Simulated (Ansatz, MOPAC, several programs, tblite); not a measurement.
Energy against volume for Ga3BAs4 as one 8-atom ordering (P-43m) on the zincblende lattice, at fixed shape and fractional coordinates, computed by several methods (PBE and r2SCAN, where shown, with plane waves in Ansatz); the cell shown is that of r2SCAN. With free coordinates or axes held, a curve is too stiff, and on another method's shape its minimum isn't the method's own volume. Space group P-43m (No. 215), cubic; conventional cell a = 5.450 Å, 20.24 Å³ an atom. B is surrounded by 4 As at 2.16 Å; As is surrounded by 1 B at 2.16 Å and 3 Ga at 2.43 Å; Ga is surrounded by 4 As at 2.43 Å. The calculation is spin-unpolarised, and the structure need not be a phase that has been made. Energies count from each curve's lowest point; fits are third-order Birch-Murnaghan.

```cif
data_structure
_symmetry_space_group_name_H-M 'P-43m'
_symmetry_Int_Tables_number 215
_cell_length_a 5.4503
_cell_length_b 5.4503
_cell_length_c 5.4503
_cell_angle_alpha 90.000
_cell_angle_beta 90.000
_cell_angle_gamma 90.000
_cell_volume 161.90
loop_
_atom_site_label
_atom_site_type_symbol
_atom_site_symmetry_multiplicity
_atom_site_Wyckoff_symbol
_atom_site_fract_x
_atom_site_fract_y
_atom_site_fract_z
_atom_site_occupancy
B1 B 1 a 0.00000 0.00000 0.00000 1
As1 As 4 e 0.22906 0.22906 0.22906 1
Ga1 Ga 3 c 0.50000 0.50000 0.00000 1
```

GFN1-xTB (tblite), on the shape of the cell shown, as a cluster of 64 atoms at the zone centre:
```csv
V (Å³/atom),E (meV/atom)
17.809,155.16
19.023,53.08
20.238,11.17
21.452,0.00
22.666,13.10
```
This method closes the gap of a crystal that DFT finds insulating, so its curve rests on a wrong state.
The points scatter about a smooth fit, so no fit is quoted.

light PBE (260 eV, its own mesh), on the shape of the cell shown:
```
V (Å³/atom)  E (meV/atom)
     18.619         98.44
     19.428         86.88
     20.238         41.00
     21.047          0.00
     21.857         32.88
     22.666         51.11
```
The points scatter about a smooth fit, as a low cutoff and a light mesh can make them, so no fit is quoted.

GFN2-xTB (tblite), on the shape of the cell shown, as a cluster of 64 atoms at the zone centre:

| V (Å³/atom) | E (meV/atom) |
| --- | --- |
| 17.809 | 343.47 |
| 19.023 | 184.66 |
| 20.238 | 84.30 |
| 21.452 | 26.54 |
| 22.666 | 0.00 |

The lowest point is an end point, so the minimum isn't bracketed.

PM7 (MOPAC), on the shape of the cell shown, as a cluster of 64 atoms at the zone centre:
```tsv
V (Å³/atom)	E (meV/atom)
17.809	109.01
19.023	12.19
20.238	0.00
21.452	49.81
22.666	143.87
```
V₀ = 19.82 Å³ an atom and B₀ = 147 GPa.

Question: r2SCAN, on the shape of its own relaxed cell, gives
```csv
V (Å³/atom),E (meV/atom)
19.023,21.42
19.631,5.06
20.238,0.00
20.845,4.52
21.452,17.17
```
What equilibrium volume and bulk modulus follow?

Answer: V₀ = 20.24 Å³ an atom and B₀ = 84 GPa.

Spin-orbit coupling is left out.
